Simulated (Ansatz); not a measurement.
**SnH− (triplet): from a generated start to a stationary point**

Aim: relax a generated start of SnH− (triplet) and see which bonds hold.

The runs use Ansatz 0.2.0, Gaussian basis; UKS PBE0/def2-TZVPD.

## (1) The starting structure

2 atoms, charge -1, spin multiplicity 3.

Atoms are counted from 1 here; the program's logs count them from 0.

Bond lengths: Sn1–H2 1.700 Å.

As a file:

```xyz
2
HSn
Sn    0.00000    0.00000    0.00000
H     0.00000    0.00000    1.70000
```

The start is set by covalent radii. Sticks and bond lists go by distance. No spin-orbit coupling is included. Elements past krypton take def2 core potentials.

## (2) The run

in.yaml

```yaml
crystal:
  periodic: [false, false, false]
  atoms:
    - {symbol: Sn, position_ang: [0.000000, 0.000000, 0.000000]}
    - {symbol: H, position_ang: [0.000000, 0.000000, 1.700000]}
basis:
  gaussian: {orbitals: def2-TZVPD}
total_charge: -1
magnetization: {spin_polarized: true, initial_magnetization: 2}
hamiltonian: {xc: pbe0}
relax: {f_tol: 0.004, max_steps: 80}
```

On the command line:

```console
> ansatz run in.yaml --threads 1 --pin off --events-out ev --progress --plain --max-ram 2176MiB
```

What does the calculation give? Wanted: energy gained; shift from the start; total energy; ⟨S²⟩.

The runs gave:

```
                  quantity          value
                     steps              4
             energy gained       0.063 eV
shift from the start (rms)        0.056 Å
              total energy  -5847.7706 eV
                      ⟨S²⟩          2.006
```

What this shows: The bonds of the start are those of the end. Sn1–H2 went from 1.700 to 1.811 Å. No vibrations were run, so this is a stationary point, not a proven minimum, and this spin need not be the ground state's.
